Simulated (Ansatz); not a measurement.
# C3H11ClSi: the cost of one run

Program: Ansatz 0.2.0. Level of theory: UKS B3LYP-D4/STO-3G. These are calculated values, not measurements.

## 1. The starting structure

Bond lengths: Si1–Cl2 2.489 Å, Si1–C3 1.905 Å, Si1–C4 1.905 Å, Si1–C5 1.922 Å, C3–H8 1.085 Å, C3–H9 1.085 Å, C3–H10 1.085 Å, C4–H11 1.084 Å, C4–H12 1.085 Å, C4–H13 1.084 Å, C5–H14 1.088 Å, C5–H15 1.088 Å, C5–H16 1.089 Å. Angles (14 of 24 angles, heavy atoms first): Cl2–Si1–C3 113.4°, Cl2–Si1–C4 114.8°, Cl2–Si1–C5 89.6°, C3–Si1–C4 122.1°, C3–Si1–C5 105.6°, C4–Si1–C5 104.9°, Si1–C3–H8 111.9°, Si1–C3–H9 111.0°, Si1–C3–H10 110.6°, Si1–C4–H11 112.8°, Si1–C4–H12 110.1°, Si1–C4–H13 110.7°, Si1–C5–H14 111.5°, Si1–C5–H15 111.4°.

Coordinates:

```xyz
16

Si    0.1447    0.0470    0.0367
Cl    2.3644    1.0717   -0.4308
C    -1.0032    1.1642    1.0669
C     0.1676   -1.8468    0.2432
C    -0.3599    0.3368   -1.7948
H     2.0404    0.4862    1.1970
H     1.2390    0.0672    1.5647
H    -1.2976    0.6921    1.9984
H    -0.5163    2.1021    1.3126
H    -1.9067    1.3973    0.5129
H     0.0725   -2.1577    1.2778
H    -0.6495   -2.2924   -0.3139
H     1.0920   -2.2627   -0.1418
H     0.3000   -0.1927   -2.4782
H    -0.3127    1.3911   -2.0575
H    -1.3748   -0.0033   -1.9933
```

## 2. Run 1

150 steps of 0.5 fs at constant energy, with velocities drawn for 600 K.

input.yaml reads:

```yaml
crystal:
  periodic: [false, false, false]
  atoms:
    - { symbol: Si, position_ang: [0.1447, 0.047, 0.0367] }
    - { symbol: Cl, position_ang: [2.3644, 1.0717, -0.4308] }
    - { symbol: C, position_ang: [-1.0032, 1.1642, 1.0669] }
    - { symbol: C, position_ang: [0.1676, -1.8468, 0.2432] }
    - { symbol: C, position_ang: [-0.3599, 0.3368, -1.7948] }
    - { symbol: H, position_ang: [2.0404, 0.4862, 1.197] }
    - { symbol: H, position_ang: [1.239, 0.0672, 1.5647] }
    - { symbol: H, position_ang: [-1.2976, 0.6921, 1.9984] }
    - { symbol: H, position_ang: [-0.5163, 2.1021, 1.3126] }
    - { symbol: H, position_ang: [-1.9067, 1.3973, 0.5129] }
    - { symbol: H, position_ang: [0.0725, -2.1577, 1.2778] }
    - { symbol: H, position_ang: [-0.6495, -2.2924, -0.3139] }
    - { symbol: H, position_ang: [1.092, -2.2627, -0.1418] }
    - { symbol: H, position_ang: [0.3, -0.1927, -2.4782] }
    - { symbol: H, position_ang: [-0.3127, 1.3911, -2.0575] }
    - { symbol: H, position_ang: [-1.3748, -0.0033, -1.9933] }
magnetization:
  spin_polarized: true
basis:
  gaussian: { orbitals: STO-3G }
hamiltonian:
  xc: b3lyp
  dispersion: d4
md:
  timestep: 0.5
  n_steps: 150
  ensemble: nve
  temperature: 600.0
  initial_velocities: maxwell_boltzmann
  seed: 866913
```

Run with:

```console
ansatz run input.yaml --threads 1 --pin off --max-ram 2048MiB --backend cpu --events-out ev --progress --plain --runs-dir out
```

What time and memory should one allow on 1 thread of Intel Xeon 6975P-C (Granite Rapids), shared host?

About 8.6 min, with a peak of 0.19 GiB.
